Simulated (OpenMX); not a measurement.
Molecule: H2, in a box.

```
H
1.0
    10.00000    0.00000    0.00000
     0.00000   10.00000    0.00000
     0.00000    0.00000   10.00000
H
2
Direct
  0.53323 0.49218 0.51995
  0.46937 0.51202 0.48685
```

| Quantity | Value |
| --- | --- |
| Program | OpenMX 3.8.5 |
| Task | single point |
| Functional | PBE |
| Potentials or basis | OpenMX 2013 PBE set, H6.0-s2p1, grid cutoff 300 Ry |
| k mesh | 1 × 1 × 1 |
| Occupations | fermi-dirac, width 0.05 eV |
| Spin | no spin polarisation |

On this cell: largest force 0.134 eV/Å; gap between the frontier levels 12.22 eV.

The same run follows on a disturbed copy (atoms moved at random, drawn with an rms of 0.05 Å):

```
CELL_PARAMETERS angstrom
10.00000 0.00000 0.00000
0.00000 10.00000 0.00000
0.00000 0.00000 10.00000
ATOMIC_POSITIONS crystal
H 0.53692 0.49275 0.51861
H 0.46648 0.51359 0.48707
```

Question: What does the disturbed cell give?

Answer: The energy moves by +18.5 meV/atom; largest force 1.430 eV/Å; gap between the frontier levels 11.57 eV.

Forces on the atoms (eV/Å):
```
H   -1.261  0.372 -0.564
H    1.261 -0.372  0.564
```

Caveats: the basis of atomic orbitals isn't converged, which shifts pressures, moduli and gaps.

